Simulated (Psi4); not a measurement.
**InNH3O (SMILES [NH2][In][OH]) at 3 levels**

We compute a comparison of 3 runs (UHF/def2-SVPD, U-revPBE/def2-SVPD, UBLYP/def2-SVPD) of InNH3O. 

The results are computed with Psi4 1.11.

### 1 The structure to begin with

InNH3O has 6 atoms, charge 0, and is taken as a doublet. As SMILES, `[NH2][In][OH]`. The N1–H5 distance was set to 1.321 Å, away from the relaxed value.

Bond lengths: N1–In2 2.069 Å, In2–O3 2.009 Å, N1–H4 1.014 Å, O3–H6 0.960 Å. Angles: N1–In2–O3 111.2°, In2–N1–H4 113.5°, In2–O3–H6 114.3°. A long bond or contact: N1–H5 1.321 Å.

### 2 The energy at UHF/def2-SVPD (core potential) (run 1)

Input file calc.inp:

```
memory 1.6 GB

molecule m {
  0 2
  N     -0.790861    -0.400619    -1.198149
  In     1.130439    -0.279519    -0.441149
  O      1.122539    -0.290919     1.567951
  H     -0.855461    -0.148419    -2.177849
  H     -1.612200     0.391600    -0.531900
  H      1.995139    -0.250019     1.966251
  symmetry c1
  no_reorient
  no_com
}

set basis def2-SVPD
set reference uhf
set puream true
set e_convergence 1e-09
set d_convergence 1e-08
set scf_type pk
set maxiter 200

energy_value, wavefunction = energy('scf', return_wfn=True)
```

Launch:

```console
$ psi4 -n 1 calc.inp calc.out
```

calc.out:

```text
[...]
    !!!  WARNING: ECP capability is in beta. Please check occupations closely.  !!!
[...]
  Running in c1 symmetry.
[...]
  Nuclear repulsion =  117.596711156953376
[...]
  Multiplicity = 2
[...]
  Nalpha       = 20
  Nbeta        = 19
[...]
    Number of basis functions: 99
[...]
   @UHF iter   1:  -319.79553174740818   -1.59301e+00   8.21194e-03 DIIS/ADIIS
[...]
   @UHF iter  20:  -320.12377742849293   -4.09273e-12   8.60570e-09 DIIS
[...]
   @S^2 Observed:                7.690341269E-01
[...]
  @UHF Final Energy:  -320.12377742849293
   => Energetics <=
    Nuclear Repulsion Energy =            117.5967111569533756
    One-Electron Energy =                -749.2983314112630069
    Two-Electron Energy =                 311.5778428258167310
    Total Energy =                       -320.1237774284929287
  UHF NO Occupations:
  HONO-2 :   18  A 1.9981361
  HONO-1 :   19  A 1.9931914
[...]
 Multipole Moments:
 ------------------------------------------------------------------------------------
     Multipole            Electronic (a.u.)      Nuclear  (a.u.)        Total (a.u.)
 ------------------------------------------------------------------------------------
 L = 1.  Multiply by 2.5417464519 to convert [e a0] to [Debye]
 Dipole X            :        -49.6830086           50.4764405            0.7934319
 Dipole Y            :         21.2682639          -20.8029027            0.4653613
 Dipole Z            :         10.2371583          -11.0569047           -0.8197465
 Magnitude           :                                                    1.2321037
[...]
```

Wall time 3.9 s (1 thread of Intel Xeon 6975P-C (Granite Rapids), shared host); peak memory 0.37 GiB.

### 3 Energy and forces at U-revPBE/def2-SVPD (core potential) (run 2)

Input file h3inno.json:

```json
{
  "schema_name": "qcschema_input",
  "schema_version": 1,
  "molecule": {
    "schema_name": "qcschema_molecule",
    "schema_version": 2,
    "symbols": ["N", "In", "O", "H", "H", "H"],
    "geometry": [-1.49451069, -0.75706019, -2.26417347, 2.13622011, -0.52821436, -0.83365079, 2.12129127, -0.54975723, 2.96299797, -1.616587, -0.28047126, -4.11553815, -3.04661646, 0.74001675, -1.00514533, 3.77026629, -0.47246744, 3.71567588],
    "molecular_charge": 0,
    "molecular_multiplicity": 2,
    "fix_symmetry": "c1"
  },
  "driver": "gradient",
  "model": {
    "method": "revpbe",
    "basis": "def2-SVPD"
  },
  "keywords": {
    "reference": "uks",
    "puream": true,
    "e_convergence": 1e-09,
    "d_convergence": 1e-08,
    "scf_type": "pk",
    "dft_radial_points": 99,
    "dft_spherical_points": 590,
    "maxiter": 200
  }
}
```

Launch:

```console
$ psi4 --qcschema h3inno.json -n 1 --memory 1600MB
```

stdout:

```text
[...]
    !!!  WARNING: ECP capability is in beta. Please check occupations closely.  !!!
[...]
  Running in c1 symmetry.
[...]
  Nuclear repulsion =  117.596711194202626
[...]
  Multiplicity = 2
[...]
  Nalpha       = 20
  Nbeta        = 19
[...]
    Number of basis functions: 99
[...]
   @UKS iter   1:  -321.05669521149747   -4.87598e-01   1.27657e-02 DIIS/ADIIS
[...]
   @UKS iter  15:  -321.80066489265749   -7.56017e-12   9.57067e-09 DIIS
[...]
   @S^2 Observed:                7.533206474E-01
[...]
  @UKS Final Energy:  -321.80066489265749
   => Energetics <=
    Nuclear Repulsion Energy =            117.5967111942026264
    One-Electron Energy =                -749.2451141781693877
    Two-Electron Energy =                 343.0747305868847548
    DFT Exchange-Correlation Energy =     -33.2269924955754590
    Empirical Dispersion Energy =           0.0000000000000000
    VV10 Nonlocal Energy =                  0.0000000000000000
    Total Energy =                       -321.8006648926574940
[...]
  -Total Gradient:
     Atom            X                  Y                   Z
    ------   -----------------  -----------------  -----------------
       1        0.070590693680    -0.042973782396    -0.057039688204
       2       -0.016274561995    -0.002535596473     0.015428930838
       3        0.011291938631     0.000813134350    -0.016479751979
       4        0.006315977516    -0.008925013277     0.012818431406
       5       -0.059999581760     0.054086003574     0.052267558198
       6       -0.011981222907    -0.000507068500    -0.006947311403
[...]
```

The result, in JSON:

```text
{
 "driver": "gradient",
 "model": {
  "method": "revpbe",
  "basis": "def2-SVPD"
 },
 "success": true,
 "return_result": [0.07059069368013587, -0.04297378239612856, -0.05703968820434541, -0.01627456199511096, -0.002535596473335018, 0.015428930837658351, 0.011291938631283638, 0.0008131343497879973, -0.016479751978748625, 0.006315977515949964, -0.008925013277297673, 0.012818431405533626, -0.05999958176026929, 0.054086003573769484, 0.05226755819839793, -0.011981222907068823, -0.000507068499863466, -0.006947311402512479],
 "properties": {
  "calcinfo_nbasis": 99,
  "calcinfo_nmo": 99,
  "calcinfo_nalpha": 20,
  "calcinfo_nbeta": 19,
  "calcinfo_natom": 6,
  "nuclear_repulsion_energy": 117.59671119420263,
  "return_energy": -321.8006648926575,
  "return_gradient": [0.07059069368013587, -0.04297378239612856, -0.05703968820434541, -0.01627456199511096, -0.002535596473335018, 0.015428930837658351, 0.011291938631283638, 0.0008131343497879973, -0.016479751978748625, 0.006315977515949964, -0.008925013277297673, 0.012818431405533626, -0.05999958176026929, 0.054086003573769484, 0.05226755819839793, -0.011981222907068823, -0.000507068499863466, -0.006947311402512479],
  "scf_one_electron_energy": -749.2451141781694,
  "scf_two_electron_energy": 343.07473058688475,
  "scf_xc_energy": -33.22699249557546,
  "scf_dipole_moment": [0.44424435573493426, 0.3717507204068834, -0.6285779742106037],
  "scf_total_energy": -321.8006648926575,
  "scf_total_gradient": [0.07059069368013587, -0.04297378239612856, -0.05703968820434541, -0.01627456199511096, -0.002535596473335018, 0.015428930837658351, 0.011291938631283638, 0.0008131343497879973, -0.016479751978748625, 0.006315977515949964, -0.008925013277297673, 0.012818431405533626, -0.05999958176026929, 0.054086003573769484, 0.05226755819839793, -0.011981222907068823, -0.000507068499863466, -0.006947311402512479],
  "scf_iterations": 15
 }
}
```

Wall time 24 s (1 thread of Intel Xeon 6975P-C (Granite Rapids), shared host); peak memory 0.83 GiB.

### 4 Energy and gradient at UBLYP/def2-SVPD (core potential) (run 3)

Input file job.py:

```python
import psi4

psi4.set_memory(1600000000)
psi4.set_num_threads(1)
psi4.set_output_file('output.dat', False)

mol = psi4.geometry("""
0 2
N     -1.49451069    -0.75706019    -2.26417347
In     2.13622011    -0.52821436    -0.83365079
O      2.12129127    -0.54975723     2.96299797
H     -1.61658700    -0.28047126    -4.11553815
H     -3.04661646     0.74001675    -1.00514533
H      3.77026629    -0.47246744     3.71567588
units au
symmetry c1
""")

options = {'basis': 'def2-SVPD', 'reference': 'uks', 'puream': True, 'e_convergence': 1e-09, 'd_convergence': 1e-08, 'scf_type': 'pk', 'dft_radial_points': 99, 'dft_spherical_points': 590, 'maxiter': 200}
psi4.set_options(options)

energy_value, wavefunction = psi4.gradient("blyp", molecule=mol, return_wfn=True)
print('gradient / Eh bohr^-1')
print(energy_value.np.round(6))
print(f'energy = {wavefunction.energy():.10f} Eh')
```

Launch:

```console
$ python job.py
```

output.dat:

```text
[...]
    !!!  WARNING: ECP capability is in beta. Please check occupations closely.  !!!
[...]
  Running in c1 symmetry.
[...]
  Nuclear repulsion =  117.596711194202626
[...]
  Multiplicity = 2
[...]
  Nalpha       = 20
  Nbeta        = 19
[...]
    Number of basis functions: 99
[...]
   @UKS iter   1:  -320.91580052538859   -4.21087e-01   1.33507e-02 ADIIS/DIIS
[...]
   @UKS iter  15:  -321.71896370991681   -1.09139e-11   8.36242e-09 DIIS
[...]
   @S^2 Observed:                7.526677093E-01
[...]
  @UKS Final Energy:  -321.71896370991681
   => Energetics <=
    Nuclear Repulsion Energy =            117.5967111942026264
    One-Electron Energy =                -749.2078373497695338
    Two-Electron Energy =                 343.0356798401737706
    DFT Exchange-Correlation Energy =     -33.1435173945236556
    Empirical Dispersion Energy =           0.0000000000000000
    VV10 Nonlocal Energy =                  0.0000000000000000
    Total Energy =                       -321.7189637099168067
[...]
  -Total Gradient:
     Atom            X                  Y                   Z
    ------   -----------------  -----------------  -----------------
       1        0.071896857992    -0.042233597340    -0.054546508748
       2       -0.019496490475    -0.002638456773     0.016461021318
       3        0.012157438787     0.001057835914    -0.017228623960
       4        0.006500392075    -0.008319189463     0.012750732937
       5       -0.058099657077     0.052696544683     0.050945387088
       6       -0.013013341007    -0.000602359732    -0.008338744875
[...]
```

The script printed:

```text
gradient / Eh bohr^-1
[[ 0.071897 -0.042234 -0.054547]
 [-0.019496 -0.002638  0.016461]
 [ 0.012157  0.001058 -0.017229]
 [ 0.0065   -0.008319  0.012751]
 [-0.0581    0.052697  0.050945]
 [-0.013013 -0.000602 -0.008339]]
energy = -321.7189637099 Eh
```

Run time: 24 s. Hardware: 1 thread of Intel Xeon 6975P-C (Granite Rapids), shared host; peak memory 0.82 GiB.

### 5 All runs side by side

| run | level | task | integration grid | energy (Eh) | dipole moment (D) | HOMO energy (eV) | LUMO energy (eV) | wall time |
| --- | --- | --- | --- | --- | --- | --- | --- | --- |
| 1 | UHF/def2-SVPD (core potential) | energy | – | -320.123777 | 3.13 | -8.76 | -0.23 | 3.9 s |
| 2 | U-revPBE/def2-SVPD (core potential) | gradient | 99 radial × 590 angular | -321.800665 | 2.17 | -5.00 | -4.08 | 24 s |
| 3 | UBLYP/def2-SVPD (core potential) | gradient | 99 radial × 590 angular | -321.718964 | 2.20 | -4.93 | -4.22 | 24 s |

### 6 Outcome

```
                                 quantity          value
                      run 3: total energy  -321.71896 Eh
                     run 3: dipole moment         2.20 D
run 3: HOMO energy (highest over α and β)       -4.93 eV
 run 3: LUMO energy (lowest over α and β)       -4.22 eV
                              run 3: ⟨S²⟩          0.753
          run 3: largest force on an atom     5.124 eV/Å
```

In words: The dipole moment (its size) runs from 2.17 D (U-revPBE/def2-SVPD) to 3.13 D (UHF/def2-SVPD). Totals of different functionals can't be ranked against each other. All runs together took 52 s, the longest 24 s.
